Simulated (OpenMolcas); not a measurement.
# Sb²⁺: RASSCF and RASPT2 terms and fine-structure levels

Which level of Sb²⁺ lies lowest, and where do the others fall? The reference wave functions come first, then spin-orbit coupling, then second-order correlation under several settings.

Program: OpenMolcas 26.06. Level of theory: state-averaged RASSCF and RASPT2, spin-orbit coupling by RASSI with atomic mean-field integrals. These are calculated values, not measurements, unless marked.

## 1. The system

```
Species                           : Sb²⁺ (antimony, Z = 51, 49 electrons)
Basis                             : ANO-RCC [10s9p8d5f3g], 139 functions
Scalar Hamiltonian                : DKH2, point nucleus
Inactive shells                   : 1s 2s 2p 3s 3p 3d 4s 4p 4d 5s
Active space                      : 1 electron in 9 orbitals (RAS2 5p; RAS3 5d 6s, at most 1 electrons)
Some configurations of this space : 5s² 5d, 5s² 6s, 5s² 5p
Orbitals                          : optimised for each spin and parity, averaged over the low roots
```

The outer shells:

5s2 5d
```
5s [↑↓]
5d [↑ ][  ][  ][  ][  ]
```

5s2 6s
```
5s [↑↓]
6s [↑ ]
```

5s2 5p
```
5s [↑↓]
5p [↑ ][  ][  ]
```

The work runs as a chain of OpenMolcas steps in one folder; each step below is one input file. Labels, J, g values, rates, χT and fits are worked out afterwards by a script from the matrices that RASSI stores.

## 2. GATEWAY and SEWARD: basis and integrals

a.inp reads:

```
&GATEWAY
Coord
1

Sb 0.0 0.0 0.0
Basis=ANO-RCC
Group=XYZ
NoMove
AngMom=0.0 0.0 0.0
AMFI
&SEWARD
```

## 3. Reference wave functions, doublets of odd parity, 3 roots

a.inp reads:

```
&RASSCF
FileOrb=start.orb
Symmetry=2
Spin=2
nActEl=1 0 1
Inactive=15 9
Ras2=0 3
Ras3=6 0
CIRoot=3 3 1
SDav=3
CIMx=300
Iter=120 100
PrWF=0.3
OrbListing=Nothing
MaxOrb=0
Thrs=2.0e-7 1.0e-1 5.0e-4
Atom
>>> COPY $Project.JobIph JOB001
```

start.orb holds the contracted functions of the basis, ordered by shell, or the orbitals of the step before.

## 4. Reference wave functions, doublets of even parity, 6 roots

a.inp reads:

```
&RASSCF
FileOrb=start.orb
Symmetry=1
Spin=2
nActEl=1 0 1
Inactive=15 9
Ras2=0 3
Ras3=6 0
CIRoot=6 6 1
SDav=6
CIMx=300
Iter=120 100
PrWF=0.3
OrbListing=Nothing
MaxOrb=0
Thrs=2.0e-7 1.0e-1 5.0e-4
Atom
>>> COPY $Project.JobIph JOB002
```

## 5. State interaction with spin-orbit coupling

a.inp reads:

```
&RASSI
NrOfJobIphs=2 3 6
1 2 3
1 2 3 4 5 6
IphNames
JOB001
JOB002
EJob
SpinOrbit
DIPRint=1.0
SOCoupling=1000.0
Subsets=2
MEES
Property=10
'ANGMOM' 1 'ANGMOM' 2 'ANGMOM' 3 'MLTPL  1' 1 'MLTPL  1' 2 'MLTPL  1' 3
'AMFI' 1 'AMFI' 2 'AMFI' 3 'MLTPL  2' 6
SOProperty=3
'ANGMOM' 1 'ANGMOM' 2 'ANGMOM' 3
```

## 6. CASPT2: IPEA 0.25, imaginary shift 0.1 (closed shells correlated: 4d 5s)

a.inp reads:

```
>>> COPY JOB001 $Project.JobIph
&CASPT2
Multistate=3 1 2 3
Frozen=9 9
IPEA=0.25
Imaginary=0.1
MaxIter=60
WThr=0.0 0.3 0.05
PrWF=0.5
NoMix
>>> COPY JOB002 $Project.JobIph
&CASPT2
Multistate=6 1 2 3 4 5 6
Frozen=9 9
IPEA=0.25
Imaginary=0.1
MaxIter=60
WThr=0.0 0.3 0.05
PrWF=0.5
NoMix
```

## 7. CASPT2: IPEA 0.25, imaginary shift 0.1 (closed shells correlated: 4s 4p 4d 5s)

Edit a.inp of step 6 so:

```diff
@@ -3,3 +3,3 @@
 Multistate=3 1 2 3
-Frozen=9 9
+Frozen=8 6
 IPEA=0.25
@@ -13,3 +13,3 @@
 Multistate=6 1 2 3 4 5 6
-Frozen=9 9
+Frozen=8 6
 IPEA=0.25
```

(Steps that only read results are left out.)

What does the calculation give? Wanted: lowest level; first excited level; lowest level of another term; spin-orbit lowering of the lowest level; strongest of the lines computed, by gA, at SS-RASPT2 energies.

The runs gave:

| quantity | value |
| --- | --- |
| method | SS-RASPT2, IPEA 0.25, imaginary shift 0.1 (closed shells correlated: 4d 5s) |
| lowest level | 5s² 5p ²P°_1/2, 100 % of that term, g = 0.666 |
| ground level listed by NIST | 2P°1/2 |
| first excited level | 5s² 5p ²P°_3/2 at 5820 cm⁻¹ |
| lowest level of another term | 5s² 5d ²D_3/2 at 92440 cm⁻¹ |
| spin-orbit lowering of the lowest level | 3882 cm⁻¹ |
| strongest of the lines computed, by gA, at SS-RASPT2 energies | 5s² 5d ²D_5/2 → 5s² 5p ²P°_3/2, 114.9 nm, A = 3.34e+09 s⁻¹ |

What each method costs and misses:

```csv
method,time of its own steps,time with the reference,mean absolute difference from the measured levels (cm-1)
A. RASSCF,23 s,23 s,3300
"B. SS-RASPT2, IPEA 0.25, imaginary shift 0.1, +4d 5s",9 s,32 s,3800
"C. SS-RASPT2, IPEA 0.25, imaginary shift 0.1, +4s 4p 4d 5s",13 s,36 s,3700
```

Times are of one thread on a shared host.

What this shows: The multiplet ²P° is regular. Second-order correlation (method B) scales the levels of the lowest configuration above 5000 cm⁻¹ by 1.00. Method A lies closest to the measured levels (3300 cm⁻¹ on average) and B farthest (3800). Only the configurations of the active space and the roots asked for are present. CASPT2 does not keep the components of a term degenerate, and the means are used. Only valence configurations of the active space appear, up to the ionisation limit; * or ° marks odd parity.
